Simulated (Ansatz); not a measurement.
**One shape, several levels: triplet CSe**

We compute a comparison of 6 runs (UHF/STO-3G, UB3LYP/6-31G*, U-r2SCAN/cc-pVTZ, U-wB97M-V/cc-pVTZ, UPBE/cc-pVTZ, UBCCD(T)/cc-pVTZ) of triplet CSe. 

The results are computed with Ansatz 0.2.0.

34 further runs of the same task are left out: 34 set aside as unsound or not needed.

## Step 1: The molecule

CSe has 2 atoms, charge 0, and is taken as a triplet. SMILES of the parent species: `[C][Se]`. The coordinates come from a PBE0-D4/def2-TZVP relaxation. That shape belongs to the parent species and isn't relaxed for this state.

Bond lengths: C1–Se2 1.671 Å.

## Step 2: A single-point energy at UHF/STO-3G (run 1)

input.yaml reads:

```yaml
crystal:
  periodic: [false, false, false]
  atoms:
    - symbol: C
      position_ang: [0.000000, 0.000000, -0.008520]
    - symbol: Se
      position_ang: [-0.000000, -0.000000, 1.662780]
basis:
  gaussian:
    orbitals: STO-3G
accuracy: high
magnetization:
  spin_polarized: true
  initial_magnetization: 2
hamiltonian:
  xc: hf
output: {orbitals: {seedname: orbitals}}
```

Launch:

```sh
$ ansatz run input.yaml --threads 1 --pin off --max-ram 3480MiB --events-out events.jsonl --progress --plain --runs-dir runs
```

Standard output:

```text
Warning: RAYON_NUM_THREADS=1 ignored (pool sized by the plan → 1); use --threads N
Functional definition: HF
  name "HF"
  exchange = exact_x
  correlation = 0
300 factors; integrals over basis functions are off by at most 1.1e-8 eV
mean field evaluation 1: about -65598.9854 eV, gradient 9.6e0 eV
mean field evaluation 2: about -65599.0303 eV, gradient 9.6e0 eV
mean field evaluation 4: about -65600.0998 eV, gradient 2.6e0 eV
mean field evaluation 8: about -65599.6472 eV, gradient 5.0e0 eV
mean field evaluation 16: about -65601.0089 eV, gradient 3.4e-5 eV
mean field evaluation 32: about -65601.0089 eV, gradient 6.9e-9 eV
mean field evaluation 64: about -65599.7087 eV, gradient 5.7e0 eV
mean field evaluation 96: about -65601.0089 eV, gradient 2.7e-8 eV
mean field -65601.00886361 eV, -2410.7926097768 hartree, gradient 2.7e-8 eV, S^2 2.563087; 3 other end points of the search recorded, 0 dependent functions left out
reference -65601.00886361 eV, -2410.7926097768 hartree; 21, 19 occupied and 2, 4 virtual orbitals, 300 factors
Total energy: -65601.00886361 eV, -2410.7926097768 hartree
```

Run time: 0.32 s. Hardware: 1 thread of Arm Neoverse V1, shared host.

## Step 3: The energy at UB3LYP/6-31G(d) (spherical functions) (run 2)

run.yaml reads:

```yaml
crystal:
  periodic: [false, false, false]
  atoms:
    - {symbol: C, position_ang: [0.000000, 0.000000, -0.008520]}
    - {symbol: Se, position_ang: [-0.000000, -0.000000, 1.662780]}
basis:
  gaussian: {orbitals: 6-31G_st_-spherical.json}
magnetization: {spin_polarized: true, initial_magnetization: 2}
hamiltonian: {xc: {name: B3LYP}}
accuracy: high
output: {orbitals: {seedname: orbitals}}
```

The basis set 6-31G* is read from a file made from the Basis Set Exchange's data (not shown).

Launch:

```sh
$ ansatz run run.yaml --threads 1 --pin off --max-ram 3480MiB --events-out events.jsonl --progress --plain --runs-dir runs
```

Standard output:

```text
Warning: RAYON_NUM_THREADS=1 ignored (pool sized by the plan → 1); use --threads N
Functional definition: B3LYP
  name "B3LYP"
  parameter a0 = 0.2
  parameter ax = 0.72
  parameter ac = 0.81
  exchange = (1 - a0 - ax)*slater_x + ax*b88_x + a0*exact_x
  correlation = (1 - ac)*vwn_rpa_c + ac*lyp_c
816 factors; integrals over basis functions are off by at most 4.3e-9 eV
mean field evaluation 1: about -66371.5696 eV, gradient 1.8e1 eV
mean field evaluation 2: about -66365.4448 eV, gradient 3.5e1 eV
mean field evaluation 4: about -66373.4610 eV, gradient 1.4e0 eV
mean field evaluation 8: about -66373.5182 eV, gradient 1.1e-1 eV
mean field evaluation 16: about -66373.5187 eV, gradient 8.2e-5 eV
mean field evaluation 32: about -66373.2697 eV, gradient 1.7e0 eV
mean field -66373.51870115 eV, -2439.1818226805 hartree, gradient 3.3e-8 eV, S^2 2.028964; 3 other end points of the search recorded, 0 dependent functions left out
reference -66373.51872542 eV, -2439.1818235722 hartree; 21, 19 occupied and 25, 27 virtual orbitals, 816 factors
Total energy: -66373.51872542 eV, -2439.1818235722 hartree
```

Run time: 3.9 s. Hardware: 1 thread of Arm Neoverse V1, shared host; peak memory 0.15 GiB.

Runs 3 to 4 aren't shown in full; the table further down has their settings and results.

## Step 4: The energy at UPBE/cc-pVTZ (run 5)

in.yaml reads:

```yaml
crystal:
  periodic: [false, false, false]
  atoms:
    - {symbol: C, position_ang: [0.000000, 0.000000, -0.008520]}
    - {symbol: Se, position_ang: [-0.000000, -0.000000, 1.662780]}
basis:
  gaussian: {orbitals: cc-pVTZ}
magnetization: {spin_polarized: true, initial_magnetization: 2}
accuracy: high
hamiltonian: {xc: pbe}
output: {orbitals: {seedname: orbitals}}
```

Launch:

```sh
$ ansatz run in.yaml --threads 1 --pin off --max-ram 3480MiB --events-out events.jsonl --progress --plain --runs-dir runs
```

Standard output, cut to the lines that bear on the results:

```text
Warning: RAYON_NUM_THREADS=1 ignored (pool sized by the plan → 1); use --threads N
Functional definition: PBE
  name "PBE"
[...]
981 factors; integrals over basis functions are off by at most 4.7e-9 eV
[...]
mean field -66371.28750523 eV, -2439.0998277429 hartree, gradient 2.0e-8 eV, S^2 2.023375; 10 other end points of the search recorded, 0 dependent functions left out
reference -66371.28750731 eV, -2439.0998278192 hartree; 21, 19 occupied and 52, 54 virtual orbitals, 981 factors
Total energy: -66371.28750731 eV, -2439.0998278192 hartree
```

Wall time 15 s (1 thread of Arm Neoverse V1, shared host); peak memory 0.16 GiB.

## Step 5: A single-point energy at UBCCD(T)/cc-pVTZ (run 6)

run.yaml reads:

```yaml
crystal:
  periodic: [false, false, false]
  atoms:
    - {symbol: C, position_ang: [0.000000, 0.000000, -0.008520]}
    - {symbol: Se, position_ang: [-0.000000, -0.000000, 1.662780]}
basis:
  gaussian: {orbitals: cc-pVTZ}
total_charge: 0
magnetization: {spin_polarized: true, initial_magnetization: 2}
correlation: {method: bccd_t, frozen_orbitals: {C: 1, Se: 9}}
accuracy: high
scf: {omitted_lower_state_checks: [cluster_reference, increment]}
```

Launch:

```sh
$ ansatz run run.yaml --threads 1 --pin off --max-ram 3480MiB --events-out events.jsonl --progress --plain --runs-dir runs
```

Standard output:

```text
Warning: RAYON_NUM_THREADS=1 ignored (pool sized by the plan → 1); use --threads N
[... 18 lines left out ...]
10 core orbitals not correlated: weight in the atoms' cores, before any rotation towards them, 1.000 or more for the frozen orbitals, at most 0.000 for the correlated occupied ones
[... 31 lines left out ...]
Total energy: -66339.83843161 eV, -2437.9440956041 hartree
Checks for a lower state left out: cluster_reference, increment
```

Wall time 21 s (1 thread of Arm Neoverse V1, shared host); peak memory 0.49 GiB.

## Step 6: All runs side by side

| run | level | frozen core orbitals | energy (Eh) | HOMO energy (eV) | ⟨S²⟩ | wall time |
| --- | --- | --- | --- | --- | --- | --- |
| 1 | UHF/STO-3G | – | -2410.792610 | -5.45 | 2.563 | 0.32 s |
| 2 | UB3LYP/6-31G* (spherical functions) | – | -2439.181824 | -4.94 | 2.029 | 3.9 s |
| 3 | U-r2SCAN/cc-pVTZ | – | -2439.477965 | -4.46 | 2.055 | 24 s |
| 4 | U-wB97M-V/cc-pVTZ | – | -2439.355325 | -7.42 | 2.050 | 50 s |
| 5 | UPBE/cc-pVTZ | – | -2439.099828 | -4.09 | 2.023 | 15 s |
| 6 | UBCCD(T)/cc-pVTZ | 10 | -2437.944096 | – | 2.504 | 21 s |

## Step 7: Summary of results

| quantity | value |
| --- | --- |
| run 6: total energy | -2437.94410 Eh |
| run 6: correlation energy (10 core orbitals frozen) | -334.1 mEh |
| run 6: (T) correction | -20.30 mEh |
| run 6: ⟨S²⟩ of the reference determinant | 2.504 |

What this shows: Totals of different functionals can't be ranked against each other. In run 1 the basis is minimal, so the values are rough. Spin contamination of the reference: run 1 ⟨S²⟩ = 2.56, run 6 ⟨S²⟩ = 2.50. All runs together took 1.9 min, the longest 50 s.
